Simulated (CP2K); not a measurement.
Runs of CP2K 2026.2 on MoSe. Symmetry: Pm-3m, No. 221, cubic system. Conventional cell: a = 3.500 Å, b = 3.500 Å, c = 3.500 Å, α = 90.00°, β = 90.00°, γ = 90.00°. Around Mo (site symmetry m-3m) lie 8 Se at 3.03 Å. Around Se (site symmetry m-3m) lie 8 Mo at 3.03 Å. The cell was built by a generator and needn't be a form met in nature.

```csv
level,gap on the mesh (eV),pressure (GPa),relaxed volume (Å³/atom)
LDA,none,0.0,15.13
PBEsol,none,0.0,15.27
RPBE,none,0.0,15.92
PBE,none,0.0,(a)
```

Alike in all rows: task relaxation of cell and atoms; potentials or basis POTENTIAL_UZH Mo GTH-PBE-q14, Se GTH-PBE-q6; TZVP-MOLOPT-PBE-GTH basis; no spin polarisation; cell relaxed; k mesh 6 × 6 × 6; smearing fermi-dirac 0.05 eV.

Task: Estimate the missing entries.

Result: (a) 15.73.

Caveats: the volume moved by over 15 % at a fixed basis, so the end points are rough; the basis of atomic orbitals isn't converged, which shifts pressures, moduli and gaps; the potentials were made for another functional, which shifts forces and pressure (some runs).

A k mesh can miss the band edges, and the runs leave out spin-orbit coupling on Mo, Se.

A gap of «none» marks a metal or a gap under the smearing width.
